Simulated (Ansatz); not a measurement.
The system is Hf2Pd2Se2Br2O3.

```xyz
11
Lattice="5.7607 0.0000 0.0000 -0.5225 5.8472 0.0000 -1.4885 -0.8866 6.6504" Properties=species:S:1:pos:R:3 pbc="T T T"
Hf    3.5663    2.0054    2.3269
Hf    0.5360    2.1234    3.9504
Pd    3.9014    0.0250    5.6428
Pd    0.4486    4.9633    2.3858
Se    2.0505    1.5287    6.2325
Se    2.4084    4.1009    3.5262
Br    4.1661    5.6578    1.0212
Br   -0.4146    4.0351    5.7341
O     4.5029    1.1680    3.9254
O     1.7542    1.0717    2.7176
O    -0.4211    3.0842    2.4395
```

The cell was built by a generator and needn't be a form met in nature.

Base run:

| Quantity | Value |
| --- | --- |
| Program | Ansatz 0.2.0 |
| Functional | PBE |
| Potentials or basis | JTH PAW |
| Cutoff | 1380 eV |
| Density cutoff | 8280 eV |
| k mesh | 5 × 5 × 4 |
| Occupations | fermi-dirac, width 0.05 eV |
| Spin | no spin polarisation |

Its results: band gap on the k mesh 0.20 eV, indirect (least direct gap 0.46 eV); pressure -0.5 GPa; largest force 0.142 eV/Å.

The run is repeated on the same cell with these changes: potentials or basis from JTH PAW to Ansatz PAW earlier set; cutoff from 1380 eV to 900 eV; density cutoff from 8280 eV to 3600 eV; valence electrons from 104 to 172. What comes out?

Band gap on the k mesh 0.22 eV, indirect (least direct gap 0.47 eV); pressure 0.0 GPa; largest force 0.010 eV/Å.

Caveats: odd divisions of the mesh miss points on the zone boundary, where band edges often lie, so the gap on the mesh can be too wide; spin-orbit coupling is left out, which moves the levels of the heavy elements.

A k mesh can miss the band edges.

Not every run made on this cell is shown here.
